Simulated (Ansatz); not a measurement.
# CH3NSSe: the cost of one run

All numbers are computed with Ansatz 0.2.0, driven from Python. Level of theory: r2SCAN0/def2-SVP.

## 1. The system

Bond lengths: N1–C2 1.370 Å, C2–S3 1.609 Å, C2–Se4 1.955 Å, N1–H5 1.027 Å, N1–H6 1.115 Å, Se4–H7 1.559 Å. Angles: N1–C2–S3 118.3°, N1–C2–Se4 123.3°, S3–C2–Se4 118.3°, C2–N1–H5 126.0°, C2–N1–H6 119.9°, H5–N1–H6 114.1°, C2–Se4–H7 88.3°.

The script holds or builds the structure itself.

## 2. Script

bend_ch3nsse.py

```python
"""Energy of CH3NSSe against one bond angle."""

import warnings

import ansatz as az
from ase import Atoms

BASIS = "def2-SVP"
XC = "R2SCAN0"
FORCE_TOL = 0.02


def main() -> None:
    warnings.simplefilter("ignore", az.DeckWarning)

    atoms = Atoms(["N", "C", "S", "Se", "H", "H", "H"], positions=[
        (-0.8097, 0.2929, 0.6395),
        (0.4379, -0.0914, 0.2244),
        (1.2831, -1.085, 1.1658),
        (1.2477, 0.5154, -1.4479),
        (-1.2663, 0.014, 1.5167),
        (-1.4146, 0.9896, 0.0134),
        (0.5832, -0.7035, -2.1576),
    ])

    # start the scan from a relaxed geometry
    first = (
        az.Crystal.molecule_from_ase(atoms).calculation()
        .basis(gaussian=BASIS)
        .functional(XC)
        .relax(force_tolerance=FORCE_TOL, max_steps=80)
    )
    atoms.positions = first.run().report["positions_ang"]

    rows = []
    for angle in [90, 100, 110, 120, 135, 150, 165, 179]:
        bent = atoms.copy()
        bent.set_angle(1, 3, 6, angle, indices=[6])
        job = (
            az.Crystal.molecule_from_ase(bent).calculation()
            .basis(gaussian=BASIS)
            .functional(XC)
        )
        rows.append((angle, job.run().report["free_energy_ev"]))
    floor = min(e for _, e in rows)
    for angle, e in rows:
        print(f"angle C1-Se3-H6 = {angle:3d} deg   {1000 * (e - floor):9.1f} meV")


if __name__ == "__main__":
    main()
```

## 3. The input behind the calls

The package turns the script's settings into the engine's input (first run):

```yaml
crystal:
  periodic: [false, false, false]
  atoms:
    - { symbol: "N", position_ang: [-0.8097, 0.2929, 0.6395] }
    - { symbol: C, position_ang: [0.4379, -0.0914, 0.2244] }
    - { symbol: S, position_ang: [1.2831, -1.085, 1.1658] }
    - { symbol: Se, position_ang: [1.2477, 0.5154, -1.4479] }
    - { symbol: H, position_ang: [-1.2663, 0.014, 1.5167] }
    - { symbol: H, position_ang: [-1.4146, 0.9896, 0.0134] }
    - { symbol: H, position_ang: [0.5832, -0.7035, -2.1576] }
basis:
  gaussian:
    orbitals: def2-SVP
hamiltonian:
  xc: r2scan0
relax:
  f_tol: 0.02
  max_steps: 80
```

## 4. Running it

The run is started by

```bash
python bend_ch3nsse.py
```

**Question.** How long does this script take on 1 thread of Arm Neoverse V2, shared host, and how much memory does it need?

About 3.2 min, with a peak of 0.29 GiB.
